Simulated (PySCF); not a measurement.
**CH5FOSn (SMILES C[O][SnH2][F]) at 6 levels**

We compute a comparison of 6 runs (B2PLYP/def2-SVP, B3LYP/def2-SVP, M06-L/def2-SVP, TPSS/def2-SVP, r2SCAN/def2-SVP, wB97X/def2-SVP) of CH5FOSn. Input form: a Python script.

Program for the calculation: PySCF 2.14.0.

## 1. Starting point

The species is CH5FOSn (9 atoms), meant as a singlet with charge 0. As SMILES, `C[O][SnH2][F]`. The coordinates come from a PBE0-D4/def2-TZVP relaxation. This is one conformer, not always the lowest.

Bond lengths: C1–O2 1.409 Å, O2–Sn3 1.945 Å, Sn3–F4 1.923 Å, C1–H5 1.093 Å, C1–H6 1.099 Å, C1–H7 1.096 Å, Sn3–H8 1.701 Å, Sn3–H9 1.692 Å. Some angles: C1–O2–Sn3 120.6°, O2–Sn3–F4 105.1°, O2–C1–H5 108.0°, O2–C1–H6 112.6°, O2–C1–H7 111.9°, O2–Sn3–H8 110.5°, O2–Sn3–H9 106.7°, F4–Sn3–H8 104.5°, F4–Sn3–H9 107.3°, H5–C1–H6 107.7°.

## 2. The energy at B2PLYP/def2-SVP (core potential) (run 1)

File calc.py:

```python
# C[O][SnH2][F]
from pyscf import gto, dft, mp

molecule = gto.M(
    atom='''
C      0.979823     2.594405     0.132470
O      1.640282     0.154580    -0.706380
Sn    -0.754946    -2.623696    -0.460715
F     -1.317895    -3.079120     3.100096
H      2.481777     3.893781    -0.436716
H     -0.794819     3.272439    -0.705624
H      0.797653     2.680010     2.193783
H     -3.620715    -1.746674    -1.624975
H      0.755701    -5.232841    -1.523875
''',
    basis='def2-svp',
    verbose=3,
    ecp={'Sn': 'def2-svp'},
    unit='bohr',
    spin=0,
    max_memory=1860,
)

mf = dft.RKS(molecule, xc='0.53*HF + 0.47*B88, 0.73*LYP')
mf.grids.level = 5
mf.conv_tol = 1e-10
mf.kernel()
if not mf.converged:
    mf = mf.newton().run(mf.mo_coeff, mf.mo_occ)

pt = mp.MP2(mf, frozen=7).run()
etot = mf.e_tot + 0.27 * pt.e_corr
print('PT2 part  %.8f' % (0.27 * pt.e_corr))
print('E = %.10f Eh' % etot)
```

Launch:

```
$ OMP_NUM_THREADS=1 python calc.py
```

Output:

```text
converged SCF energy = -429.636272542508
E(RMP2) = -430.410598169278  E_corr = -0.774325626770161
E(SCS-RMP2) = -430.396507331701  E_corr = -0.760234789193609
PT2 part  -0.20906792
E = -429.8453404617 Eh
```

Wall time 21 s (1 thread of Intel Xeon at 2.70GHz, shared host); peak memory 0.48 GiB.

## 3. A single-point energy at B3LYP/def2-SVP (core potential) (run 2)

File calc.py:

```python
from pyscf import gto, dft

mol = gto.M(
    atom='''
C    0.518500   1.372900   0.070100
O    0.868000   0.081800  -0.373800
Sn  -0.399500  -1.388400  -0.243800
F   -0.697400  -1.629400   1.640500
H    1.313300   2.060500  -0.231100
H   -0.420600   1.731700  -0.373400
H    0.422100   1.418200   1.160900
H   -1.916000  -0.924300  -0.859900
H    0.399900  -2.769100  -0.806400
''',
    verbose=3,
    charge=0,
    max_memory=1860,
    basis='def2-svp',
    ecp={'Sn': 'def2-svp'},
)

myscf = dft.RKS(mol, xc='b3lyp')
myscf.conv_tol = 1e-10
myscf.grids.level = 5
myscf.kernel()
if not myscf.converged:
    myscf = myscf.newton().run(myscf.mo_coeff, myscf.mo_occ)

e_tot = myscf.e_tot
print('Final energy', e_tot)
```

Launch:

```
$ OMP_NUM_THREADS=1 python calc.py
```

Output:

```text
converged SCF energy = -430.383593435099
Final energy -430.3835934350992
```

Run time: 28 s. Hardware: 1 thread of Intel Xeon at 2.70GHz, shared host; peak memory 0.48 GiB.

Run 3 isn't shown in full; the table further down has it.

## 4. The energy at TPSS/def2-SVP (core potential) (run 4)

File run.py:

```python
# C[O][SnH2][F]
from pyscf import gto, dft

mol = gto.M(
    atom=[
    ('C', (0.518500, 1.372900, 0.070100)),
    ('O', (0.868000, 0.081800, -0.373800)),
    ('Sn', (-0.399500, -1.388400, -0.243800)),
    ('F', (-0.697400, -1.629400, 1.640500)),
    ('H', (1.313300, 2.060500, -0.231100)),
    ('H', (-0.420600, 1.731700, -0.373400)),
    ('H', (0.422100, 1.418200, 1.160900)),
    ('H', (-1.916000, -0.924300, -0.859900)),
    ('H', (0.399900, -2.769100, -0.806400)),
],
    max_memory=1860,
    ecp={'Sn': 'def2-svp'},
    basis='def2-svp',
    charge=0,
    verbose=4,
)

calc0 = dft.RKS(mol)
calc0.xc = 'tpss'
calc0.grids.level = 5
calc0.conv_tol = 1e-10
calc0.kernel()
if not calc0.converged:
    calc0 = calc0.newton().run(calc0.mo_coeff, calc0.mo_occ)

etot = calc0.e_tot
print('Final energy', etot)
```

Launch:

```
$ OMP_NUM_THREADS=1 python run.py
```

Output:

```text
PySCF version 2.14.0

[... 86 lines left out ...]
converged SCF energy = -430.25228438332
Final energy -430.2522843833199
```

It took 51 s on 1 thread of Intel Xeon at 2.70GHz, shared host; peak memory 0.49 GiB.

Run 5 isn't shown in full; the table further down has it.

## 5. A single-point energy at wB97X/def2-SVP (core potential) (run 6)

File job.py:

```python
from pyscf import gto, dft

molecule = gto.Mole()
molecule.atom = [
    ('C', (0.518500, 1.372900, 0.070100)),
    ('O', (0.868000, 0.081800, -0.373800)),
    ('Sn', (-0.399500, -1.388400, -0.243800)),
    ('F', (-0.697400, -1.629400, 1.640500)),
    ('H', (1.313300, 2.060500, -0.231100)),
    ('H', (-0.420600, 1.731700, -0.373400)),
    ('H', (0.422100, 1.418200, 1.160900)),
    ('H', (-1.916000, -0.924300, -0.859900)),
    ('H', (0.399900, -2.769100, -0.806400)),
]
molecule.ecp = {'Sn': 'def2-svp'}
molecule.basis = 'def2-svp'
molecule.spin = 0
molecule.max_memory = 1860
molecule.verbose = 3
molecule.build()

ks = dft.RKS(molecule, xc='wb97x')
ks.conv_tol = 1e-10
ks.grids.level = 5
ks.kernel()
if not ks.converged:
    ks = ks.newton().run(ks.mo_coeff, ks.mo_occ)

e_final = ks.e_tot
print(f'total energy: {e_final:.8f} hartree')
```

Launch:

```
$ OMP_NUM_THREADS=1 python job.py
```

Output:

```text
converged SCF energy = -430.302512560682
total energy: -430.30251256 hartree
```

Run time: 32 s. Hardware: 1 thread of Intel Xeon at 2.70GHz, shared host; peak memory 0.48 GiB.

## 6. The series

| run | level | frozen core orbitals | energy (Eh) | dipole moment (D) | HOMO energy (eV) | LUMO energy (eV) | wall time |
| --- | --- | --- | --- | --- | --- | --- | --- |
| 1 | B2PLYP/def2-SVP (core potential) | 7 | -429.845340 | 2.50 | -9.41 | 1.03 | 21 s |
| 2 | B3LYP/def2-SVP (core potential) | – | -430.383593 | 2.28 | -7.58 | -0.51 | 28 s |
| 3 | M06-L/def2-SVP (core potential) | – | -430.445411 | 2.31 | -6.52 | -0.74 | 49 s |
| 4 | TPSS/def2-SVP (core potential) | – | -430.252284 | 2.10 | -6.39 | -1.05 | 51 s |
| 5 | r2SCAN/def2-SVP (core potential) | – | -430.282450 | 2.26 | -6.60 | -0.92 | 48 s |
| 6 | wB97X/def2-SVP (core potential) | – | -430.302513 | 2.37 | -10.31 | 2.00 | 32 s |

## 7. Outcome

| quantity | value |
| --- | --- |
| run 6: total energy | -430.30251 Eh |
| run 6: dipole moment | 2.37 D |
| run 6: HOMO energy | -10.31 eV |
| run 6: LUMO energy | 2.00 eV |
| run 6: HOMO–LUMO gap | 12.31 eV |

In words: The dipole moment (its size) runs from 2.10 D (TPSS/def2-SVP) to 2.50 D (B2PLYP/def2-SVP). A double hybrid's value is that of its SCF part. The HOMO–LUMO gap runs from 5.34 eV (TPSS/def2-SVP) to 12.31 eV (wB97X/def2-SVP). Totals of different functionals can't be ranked against each other. All runs together took 3.8 min, the longest 51 s.
